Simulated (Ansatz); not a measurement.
Predict the output of the script below (the Ansatz DFT code, driven from Python).

`ch4alns.xyz`
```text
8

N    -1.42380    1.25020   -0.26570
C    -0.42470    1.16480    0.44590
S    -0.19430   -0.30470    1.42240
Al    1.08890   -1.33000   -0.21040
H    -2.18450    0.54620   -0.33100
H     0.31360    1.98080    0.47120
H     2.62500   -1.15080   -0.28950
H     0.29200   -2.21360   -1.29880
```

`run_scan.py`:
```python
'''Potential curve of CH4AlNS along one bond.'''

import ansatz as az
import numpy as np


def main() -> None:
    mol = az.Crystal.molecule_from_extxyz('ch4alns.xyz')

    symbols = [site.symbol for site in mol.cartesian_sites]
    start = np.array([site.position_ang for site in mol.cartesian_sites])
    axis = (start[3] - start[2]) / np.linalg.norm(start[3] - start[2])
    moving = [3, 6, 7]
    lengths, energies = [2.038, 2.131, 2.223, 2.316, 2.409, 2.501, 2.594, 2.733], []
    for length in lengths:
        xyz = start.copy()
        xyz[moving] += (length - np.linalg.norm(start[3] - start[2])) * axis
        point = az.Crystal.molecule()
        for symbol, xyz in zip(symbols, xyz):
            point = point.atom(symbol, xyz.tolist())
        model = point.calculation()
        model = model.basis(gaussian='cc-pVDZ')
        model = model.functional('r2scan0')
        data = model.run(threads=1).report
        energies.append(data['free_energy_ev'])
        print(f'r = {length:6.3f} A  E = {energies[-1]:.5f} eV  <S^2> = {abs(data["mean_field"]["state"]["spin_squared"]):.3f}')

    # quartic fit about the minimum
    fit = np.polynomial.Polynomial.fit(lengths, np.array(energies) - min(energies), 4).convert()
    roots = [r.real for r in fit.deriv().roots() if abs(r.imag) < 1e-9 and fit.deriv(2)(r.real) > 0]
    r_e = min(roots, key=lambda r: abs(r - lengths[int(np.argmin(energies))]))
    print(f'minimum of the fit at {r_e:.4f} A, force constant {fit.deriv(2)(r_e):.2f} eV/A^2')


if __name__ == '__main__':
    main()
```

Running `python run_scan.py` prints:
```text
r =  2.038 A  E = -20020.06762 eV  <S^2> = 0.000
r =  2.131 A  E = -20020.29447 eV  <S^2> = 0.000
r =  2.223 A  E = -20020.36069 eV  <S^2> = 0.000
r =  2.316 A  E = -20020.31587 eV  <S^2> = 0.000
r =  2.409 A  E = -20020.19377 eV  <S^2> = 0.000
r =  2.501 A  E = -20020.02202 eV  <S^2> = 0.000
r =  2.594 A  E = -20019.81521 eV  <S^2> = 0.000
r =  2.733 A  E = -20019.47191 eV  <S^2> = 0.000
minimum of the fit at 2.2276 A, force constant 12.89 eV/A^2
```

Caveats:
- Total energies depend on the basis set; only differences at equal settings carry meaning.
- The rest of the molecule is held rigid at a force-field or estimated start geometry, and the basis set is modest; single-reference methods fail as a bond breaks.
- The orbitals are restricted, so S² is zero by construction.
- Wall time of the script: 41 s on 1 thread of Intel(R) Xeon(R) Platinum 8259CL CPU @ 2.50GHz (Skylake/Cascade Lake) (shared host), peak memory 0.25 GiB.

(Lines on the test bed's own set-up are left out of the output.)
